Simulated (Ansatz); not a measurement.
HZn (charge +1), a ladder of basis sets

Program: Ansatz 0.2.0, Python API.

`basis_hzn.py`:
```python
import ansatz as az

XC = "pbe0"
NET_CHARGE = 1


def main() -> None:
    geometry_ang = [
        ("Zn", [0.0, 0.0, 0.0]),
        ("H", [0.0, 0.0, 1.61]),
    ]
    system = az.Crystal.molecule()
    for symbol, xyz in geometry_ang:
        system = system.atom(symbol, xyz)

    base = system.calculation().functional(XC).charge(NET_CHARGE)

    energies = {}
    for basis in ["STO-3G", "6-31G", "6-31G*", "def2-SVP", "def2-SVPD", "def2-TZVP", "def2-TZVPP"]:
        data = base.basis(gaussian=basis).run().report
        size = data["n_frozen"] + data["n_occupied"][0] + data["n_virtual"][0]
        energies[basis] = (data["reference_energy_ev"] / 27.211386246, data["free_energy_ev"] / 27.211386246)
        print(f"{basis:14s} {size:4d} orbitals  reference {energies[basis][0]:14.6f} Ha  total {energies[basis][1]:14.6f} Ha")

    last = energies["def2-TZVPP"][1]
    for basis, (_, total) in energies.items():
        print(f"{basis:14s} lies {27.211386 * (total - last):9.4f} eV above def2-TZVPP")


if __name__ == "__main__":
    main()
```

`python basis_hzn.py` gives:
```text
STO-3G           19 orbitals  reference   -1758.684142 Ha  total   -1758.684142 Ha
6-31G            31 orbitals  reference   -1779.056640 Ha  total   -1779.056640 Ha
6-31G*           38 orbitals  reference   -1779.057748 Ha  total   -1779.057748 Ha
def2-SVP         36 orbitals  reference   -1779.139467 Ha  total   -1779.139467 Ha
def2-SVPD        42 orbitals  reference   -1779.143299 Ha  total   -1779.143299 Ha
def2-TZVP        54 orbitals  reference   -1779.394224 Ha  total   -1779.394224 Ha
def2-TZVPP       78 orbitals  reference   -1779.394893 Ha  total   -1779.394893 Ha
STO-3G         lies  563.5682 eV above def2-TZVPP
6-31G          lies    9.2043 eV above def2-TZVPP
6-31G*         lies    9.1742 eV above def2-TZVPP
def2-SVP       lies    6.9505 eV above def2-TZVPP
def2-SVPD      lies    6.8462 eV above def2-TZVPP
def2-TZVP      lies    0.0182 eV above def2-TZVPP
def2-TZVPP     lies    0.0000 eV above def2-TZVPP
```

Against STO-3G: 6-31G -20372.5 mHa, 6-31G* -20373.6 mHa, def2-SVP -20455.3 mHa, def2-SVPD -20459.2 mHa, def2-TZVP -20710.1 mHa and def2-TZVPP -20710.8 mHa. The last step alone is -0.67 mHa (these two sets differ little on atoms other than hydrogen). From the first set to the last the time grows from 0.9 to 0.9 s.

What to keep in mind:
- The drop along the ladder measures the basis error, and is no property of the molecule.
- The geometry is a force-field or estimated start, not a minimum of this method, and the last set is no limit. Much of the fall in a total is atomic energy, which cancels in bond and reaction energies.
- Totals across families of basis sets mostly measure their core functions.
- Run time: 5.4 s on 1 thread of Arm Neoverse V1, with other jobs on the host, peak memory 0.17 GiB.
